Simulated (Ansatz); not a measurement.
Write a Python script for the Ansatz DFT code, driven from Python that makes a band structure of GaN, space group F-43m. Level of theory: PBE, PAW, the default cutoff (420 eV here), 8×8×8 k-points, fixed occupations.

The script reads `POSCAR_gan`:
```text
GaN
1.0
   0.00000000    2.25350061    2.25350061
   2.25350061    0.00000000    2.25350061
   2.25350061    2.25350061    0.00000000
Ga N
1 1
Direct
   0.00000000    0.00000000    0.00000000
   0.75000000    0.75000000    0.75000000
```

The script, `bands.py`:
```python
"""Bands of GaN along a path through the zone."""

import warnings

import ansatz
from ase.io import read
import numpy as np

warnings.simplefilter("ignore", ansatz.DeckWarning)

atoms = read("POSCAR_gan", format="vasp")
structure = ansatz.Crystal.from_ase(atoms)

# vertices of the path, as fractions of the reciprocal vectors
path = [
    ("K", (-0.375, 0.0, 0.375)),
    ("G", (0.0, 0.0, 0.0)),
    ("L", (0.0, 0.0, 0.5)),
    ("W", (-0.5, -0.25, 0.25)),
    ("X", (-0.5, -0.5, 0.0)),
]
calculation = (
    structure.calculation()
    .functional(ansatz.Functional.PBE)
    .kpoints(8)
    .occupations("Fixed")
    .band_structure([point for _, point in path], intervals=6)
    .scf(extra_bands=10)
    .band_table()
)
outcome = calculation.run(threads=1)
data = outcome.report

energy = data["free_energy_ev"]
print("F of the GaN cell: {:.6f} eV = {:.6f} Ry = {:.6f} Ha".format(energy, energy / 13.605693, energy / 27.211386))
print("Fermi level {:.4f} eV, {} k-points, {} symmetry operations".format(data["fermi_energy_ev"], data["n_kpoints"], data["n_symmetry_ops"]))

# band edges over the mesh points; the true edges can lie between them
levels = np.array(data["eigenvalues_ev"])
filled = round(data["n_electrons"] / 2)
top, bottom = levels[:, filled - 1], levels[:, filled]
print("top of band", filled, "at k =", data["kpoints_frac"][top.argmax()], f"{top.max():.4f} eV")
print("bottom of band", filled + 1, "at k =", data["kpoints_frac"][bottom.argmin()], f"{bottom.min():.4f} eV")
print(f"gap by band count {bottom.min() - top.max():.3f} eV, least direct gap {(bottom - top).min():.3f} eV")

bands = outcome.band_structure()
fermi = bands.fermi_energy_ev
print(f"zero of the bands: {fermi:.3f} eV, the Fermi level found on the SCF mesh")
levels = bands.channels[0].eigenvalues_ev - fermi
filled = round(data["n_electrons"]) // 2
valence, conduction = levels[:, filled - 1], levels[:, filled]
print("k (fractions)              top valence  bottom conduction (eV)")
for k, lo, hi in zip(bands.kpoints_frac, valence, conduction):
    print(f"{k[0]:7.3f} {k[1]:7.3f} {k[2]:7.3f} {lo:12.3f} {hi:13.3f}")
print(f"on this path: least direct gap {np.min(conduction - valence):.3f} eV, least gap {conduction.min() - valence.max():.3f} eV")
```

```console
$ python bands.py
F of the GaN cell: -4167.897770 eV = -306.334839 Ry = -153.167419 Ha
Fermi level 9.6504 eV, 29 k-points, 24 symmetry operations
top of band 9 at k = [0.0, 0.0, 0.0] 9.6504 eV
bottom of band 10 at k = [0.0, 0.0, 0.0] 11.3671 eV
gap by band count 1.717 eV, least direct gap 1.717 eV
zero of the bands: 9.650 eV, the Fermi level found on the SCF mesh
k (fractions)              top valence  bottom conduction (eV)
 -0.375   0.000   0.375       -2.171         4.998
 -0.312   0.000   0.312       -1.617         6.126
 -0.250   0.000   0.250       -1.027         6.460
 -0.188   0.000   0.188       -0.532         5.210
 -0.125   0.000   0.125       -0.208         3.913
 -0.062   0.000   0.062       -0.046         2.623
  0.000   0.000   0.000        0.000         1.717
  0.000   0.000   0.083       -0.075         2.381
  0.000   0.000   0.167       -0.271         3.328
  0.000   0.000   0.250       -0.520         4.058
  0.000   0.000   0.333       -0.751         4.462
  0.000   0.000   0.417       -0.911         4.609
  0.000   0.000   0.500       -0.967         4.638
 -0.083  -0.042   0.458       -1.054         4.973
 -0.167  -0.083   0.417       -1.318         5.748
 -0.250  -0.125   0.375       -1.766         6.628
 -0.333  -0.167   0.333       -2.369         6.524
 -0.417  -0.208   0.292       -3.047         6.290
 -0.500  -0.250   0.250       -3.636         6.220
 -0.500  -0.292   0.208       -3.582         5.938
 -0.500  -0.333   0.167       -3.427         5.298
 -0.500  -0.375   0.125       -3.179         4.580
 -0.500  -0.417   0.083       -2.939         3.947
 -0.500  -0.458   0.042       -2.765         3.511
 -0.500  -0.500   0.000       -2.701         3.354
on this path: least direct gap 1.717 eV, least gap 1.717 eV
```

What to keep in mind:
- Total energies depend on the potentials; only differences at equal settings carry meaning. A total without «per atom» is that of the whole cell that was run.
- Semilocal gaps usually lie well under measured ones.
- Under fixed occupations the level called the Fermi level is the highest filled one on the SCF mesh; off the mesh a filled band can lie a little above it.
- The zero of the levels is a convention of the potentials, so an absolute Fermi energy is no work function.
- The structure comes from a database of computed cells and needn't be a stable or known phase.
- Levels are Kohn-Sham eigenvalues on this mesh, without spin-orbit coupling.
- Hardware and time: 2.8 s on 1 thread of Arm Neoverse V1, on a shared host, peak memory 0.38 GiB.
